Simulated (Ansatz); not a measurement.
# BrGaHS radical: small, medium and large basis sets

One table from this session's results is given with a row withheld; the runs are named, their logs left out.

Method: one geometry, several basis sets; program: Ansatz 0.2.0, Gaussian basis.

Levels to be run: PBE0-D4/def2-SVP; ωB97M-V/def2-SVP; PBE0-D4/def2-QZVPP; ωB97M-V/def2-QZVPP; the functionals' def2-TZVPP values are taken from earlier runs.

## Structure used throughout

All runs share one geometry, relaxed beforehand with PBE0-D4 in a triple-zeta def2 set.

SMILES `[SH][Ga][Br]`, 4 atoms, charge 0, spin multiplicity 2.

Atoms are counted from 1 here; the program's logs count them from 0.

Bond lengths: S1–Ga2 2.234 Å, S1–H4 1.346 Å, Ga2–Br3 2.322 Å. Angles: Ga2–S1–H4 91.2°, S1–Ga2–Br3 117.5°.

The first run:

in.yaml reads:

```yaml
crystal:
  periodic: [false, false, false]
  atoms:
    - {symbol: S, position_ang: [-0.711934, 1.247709, -0.713741]}
    - {symbol: Ga, position_ang: [-0.744167, -0.930189, -0.218216]}
    - {symbol: Br, position_ang: [1.044630, -1.779821, 0.994811]}
    - {symbol: H, position_ang: [0.466972, 1.402101, -0.083054]}
basis:
  gaussian: {orbitals: def2-SVP}
magnetization: {spin_polarized: true, initial_magnetization: 1}
hamiltonian: {xc: pbe0, dispersion: d4}
output: {orbitals: {seedname: orbitals}}
```

Command:

```console
$ ansatz run in.yaml --threads 4 --pin off --events-out ev --progress --plain --max-ram 10444MiB
```

Among the steps run: PBE0-D4 in def2-SVP; ωB97M-V in def2-SVP; PBE0-D4 in def2-QZVPP; ωB97M-V in def2-QZVPP.

One of the session's tables, all rows but one given; the rest of the session is left out.

It belongs to the step «Density functionals: the series». 

```
functional       basis  HOMO (eV)  LUMO (eV)
   PBE0-D4    def2-SVP          ?          ?
   PBE0-D4  def2-TZVPP      -6.61      -3.70
   PBE0-D4  def2-QZVPP      -6.63      -3.73
   ωB97M-V    def2-SVP      -8.46      -1.97
   ωB97M-V  def2-TZVPP      -8.54      -2.06
   ωB97M-V  def2-QZVPP      -8.58      -2.13
```

Estimate the missing values for PBE0-D4, def2-SVP.

As computed: HOMO (eV): -6.54; LUMO (eV): -3.63. In the column «HOMO (eV)» it is the highest.
